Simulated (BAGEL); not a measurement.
**GaH2O2 (SMILES [OH][Ga][OH]): UHF/6-31G(d) (density fitting with qzvpp-jkfit, spherical functions)**

Aim: the electronic atomisation energy of GaH2O2 at UHF/6-31G* (density fitting with qzvpp-jkfit, spherical functions), from 4 runs. 

The calculation is run with BAGEL 1.2.2.

17 further runs of the same task are left out: 4 that didn't finish, 13 set aside as unsound or not needed.

## 1. Starting point

GaH2O2: 5 atoms, total charge 0, spin state doublet. As SMILES, `[OH][Ga][OH]`. Geometry: relaxed at PBE0-D4/def2-TZVP. This is one conformer, not always the lowest.

Bond lengths: O1–Ga2 1.804 Å, Ga2–O3 1.795 Å, O1–H4 0.960 Å, O3–H5 0.963 Å. Angles: O1–Ga2–O3 114.9°, Ga2–O1–H4 114.9°, Ga2–O3–H5 111.1°.

## 2. A single-point energy at UHF/6-31G(d) (density fitting with qzvpp-jkfit, spherical functions)

Input file calc.json:

```json
{ "bagel" : [

{
  "title" : "molecule",
  "basis" : "6-31gs.json",
  "df_basis" : "qzvpp-jkfit",
  "angstrom" : true,
  "geometry" : [
    { "atom" : "O", "xyz" : [      -0.370600,       0.021600,      -1.274400 ] },
    { "atom" : "Ga", "xyz" : [      -0.311700,      -0.753800,       0.353600 ] },
    { "atom" : "O", "xyz" : [       0.618200,       0.154900,       1.591100 ] },
    { "atom" : "H", "xyz" : [      -0.867400,      -0.464600,      -1.936500 ] },
    { "atom" : "H", "xyz" : [       0.981500,       0.968200,       1.224700 ] }
  ]
},

{
  "title" : "uhf",
  "nopen" : 1
},

{
  "title" : "print",
  "file" : "orbitals.molden",
  "orbitals" : true
}

]}
```

The basis set 6-31G* is read from a file made from the Basis Set Exchange's data (not shown).

Command:

```console
$ BAGEL_NUM_THREADS=1 BAGEL calc.json > calc.out
```

What it wrote:

```text
* using 1 threads per process

  ===============================================================
  ===============================================================

  *** Geometry ***

  { "atom" : "O", "xyz" : [     -0.700333,      0.040818,     -2.408267 ] },
  { "atom" : "Ga", "xyz" : [     -0.589028,     -1.424476,      0.668207 ] },
  { "atom" : "O", "xyz" : [      1.168229,      0.292719,      3.006743 ] },
  { "atom" : "H", "xyz" : [     -1.639148,     -0.877967,     -3.659455 ] },
  { "atom" : "H", "xyz" : [      1.854766,      1.829633,      2.314348 ] },

  Number of auxiliary basis functions:      456

  Since a DF basis is specified, we compute 2- and 3-index integrals:
    o Being stored without compression. Storage requirement is 0.015 GB

  Number of basis functions:       64
  Number of electrons      :       49

    * METHOD: MOLECULE                             0.19

  *** Open-shell HF ***

  === Nuclear Repulsion ===
   182.4312921158

      * DIIS with orbital gradients will be used.

  === UHF iteration (6-31gs.json) ===
      0      -2073.51250555          0.06475972           0.11
      1      -2073.67633276          0.05089613           0.10
      2      -2073.76966180          0.03715157           0.10
      3      -2073.86752480          0.00163603           0.11
      4      -2073.86840950          0.00088123           0.11
      5      -2073.86864456          0.00024904           0.10
      6      -2073.86869808          0.00006868           0.10
      7      -2073.86870520          0.00002504           0.10
      8      -2073.86870716          0.00001449           0.10
      9      -2073.86870771          0.00000867           0.10
     10      -2073.86870793          0.00000375           0.10
     11      -2073.86870797          0.00000121           0.11
     12      -2073.86870797          0.00000047           0.11
     13      -2073.86870797          0.00000023           0.11
     14      -2073.86870797          0.00000011           0.11
     15      -2073.86870797          0.00000007           0.10
     16      -2073.86870797          0.00000005           0.11
     17      -2073.86870797          0.00000002           0.11
     18      -2073.86870797          0.00000001           0.11
     19      -2073.86870797          0.00000000           0.11
    * SCF iteration converged.

    * S^2 (UHF) is 0.7562

    * Permanent dipole moment:
           (    0.469308,     0.517738,     0.513999) a.u.

    * METHOD: UHF                                  2.28

    * METHOD: PRINT                                0.01

  ===============================================================
```

Run time: 2.6 s. Hardware: 1 thread of Arm Neoverse V2, shared host; peak memory 0.092 GiB.

## 3. The Ga atom

Input file calc.json:

```json
{ "bagel": [

{
  "title": "molecule",
  "basis": "6-31gs.json",
  "df_basis": "qzvpp-jkfit",
  "angstrom": true,
  "geometry": [
    { "atom": "Ga", "xyz": [       0.000000,       0.000000,       0.000000 ] }
  ]
},

{
  "title": "uhf",
  "charge": 0,
  "nopen": 1
},

{
  "title": "print",
  "file": "orbitals.molden",
  "orbitals": true
}

]}
```

The basis set 6-31G* is read from a file made from the Basis Set Exchange's data (not shown).

Command:

```console
$ BAGEL_NUM_THREADS=1 BAGEL calc.json > calc.out
```

What it wrote:

```text
* using 1 threads per process

  ===============================================================
  ===============================================================

  *** Geometry ***

  { "atom" : "Ga", "xyz" : [      0.000000,      0.000000,      0.000000 ] },

  Number of auxiliary basis functions:      266

  Since a DF basis is specified, we compute 2- and 3-index integrals:
    o Being stored without compression. Storage requirement is 0.002 GB

  Number of basis functions:       32
  Number of electrons      :       31

    * METHOD: MOLECULE                             0.05

  *** Open-shell HF ***

  === Nuclear Repulsion ===
     0.0000000000

      * DIIS with orbital gradients will be used.

  === UHF iteration (6-31gs.json) ===
      0      -1922.92463810          0.01322854           0.01
      1      -1922.93824406          0.00895484           0.01
      2      -1922.94181917          0.00591799           0.01
      3      -1922.94274347          0.00071789           0.01
      4      -1922.94331411          0.00003895           0.01
      5      -1922.94331946          0.00001515           0.01
      6      -1922.94332031          0.00000140           0.01
      7      -1922.94332035          0.00000032           0.01
      8      -1922.94332036          0.00000004           0.01
      9      -1922.94332036          0.00000001           0.01
    * SCF iteration converged.

    * S^2 (UHF) is 0.7580

    * Permanent dipole moment:
           (    0.000000,    -0.000000,     0.000000) a.u.

    * METHOD: UHF                                  0.22

    * METHOD: PRINT                                0.00

  ===============================================================
```

It took 0.42 s on 1 thread of Arm Neoverse V2, shared host.

## 4. The H atom, same level

Input file hf.json:

```json
{ "bagel": [

{
  "title": "molecule",
  "basis": "6-31gs.json",
  "df_basis": "qzvpp-jkfit",
  "angstrom": true,
  "geometry": [
    { "atom": "H", "xyz": [       0.000000,       0.000000,       0.000000 ] }
  ]
},

{
  "title": "uhf",
  "nopen": 1
},

{
  "title": "print",
  "file": "orbitals.molden",
  "orbitals": true
}

]}
```

The basis set 6-31G* is read from a file made from the Basis Set Exchange's data (not shown).

Command:

```console
$ BAGEL_NUM_THREADS=1 BAGEL hf.json > hf.out
```

What it wrote:

```text
* using 1 threads per process

  ===============================================================
  ===============================================================

  *** Geometry ***

  { "atom" : "H", "xyz" : [      0.000000,      0.000000,      0.000000 ] },

  Number of auxiliary basis functions:       18

  Since a DF basis is specified, we compute 2- and 3-index integrals:
    o Being stored without compression. Storage requirement is 0.000 GB

  Number of basis functions:        2
  Number of electrons      :        1

    * METHOD: MOLECULE                             0.01

  *** Open-shell HF ***

  === Nuclear Repulsion ===
     0.0000000000

      * DIIS with orbital gradients will be used.

  === UHF iteration (6-31gs.json) ===
      0         -0.49072816          0.08996690           0.00
      1         -0.49744587          0.02923745           0.00
      2         -0.49815036          0.00947238           0.00
      3         -0.49823291          0.00000000           0.00
    * SCF iteration converged.

    * S^2 (UHF) is 0.7500

    * Permanent dipole moment:
           (    0.000000,     0.000000,     0.000000) a.u.

    * METHOD: UHF                                  0.01

    * METHOD: PRINT                                0.00

  ===============================================================
```

Run time: 0.18 s. Hardware: 1 thread of Arm Neoverse V2, shared host.

## 5. The O atom, same level

Input file input.json:

```json
{ "bagel" : [

{
  "title" : "molecule",
  "basis" : "6-31gs.json",
  "df_basis" : "qzvpp-jkfit",
  "angstrom" : true,
  "geometry" : [
    { "atom" : "O", "xyz" : [    0.000000,    0.000000,    0.000000 ] }
  ]
},
{
  "title" : "uhf",
  "nopen" : 2
},
{
  "title" : "print",
  "file" : "orbitals.molden",
  "orbitals" : true
}

]}
```

The basis set 6-31G* is read from a file made from the Basis Set Exchange's data (not shown).

Run the same way, it converges to -74.78316 Eh (log not shown).

## 6. Results

Level: UHF/6-31G* (density fitting with qzvpp-jkfit, spherical functions).

| quantity | value |
| --- | --- |
| molecule: total energy | -2073.86871 Eh |
| molecule: dipole moment | 2.20 D |
| molecule: ⟨S²⟩ | 0.756 |
| Ga atom: total energy | -1922.94332 Eh |
| Ga atom: dipole moment | 0.00 D |
| Ga atom: ⟨S²⟩ | 0.758 |
| H atom: total energy | -0.49823 Eh |
| H atom: dipole moment | 0.00 D |
| H atom: ⟨S²⟩ | 0.750 |
| O atom: total energy | -74.78316 Eh |
| O atom: dipole moment | 0.00 D |
| O atom: ⟨S²⟩ | 2.006 |
| electronic atomisation energy | 9.867 eV |

**Reading.** Taking the molecule apart into free atoms costs 9.87 eV (952 kJ/mol), before zero-point energy and without spin-orbit coupling. Hartree–Fock lacks the correlation of the bonding pairs, which as a rule makes this value much too low; in minimal bases other errors can mask that.
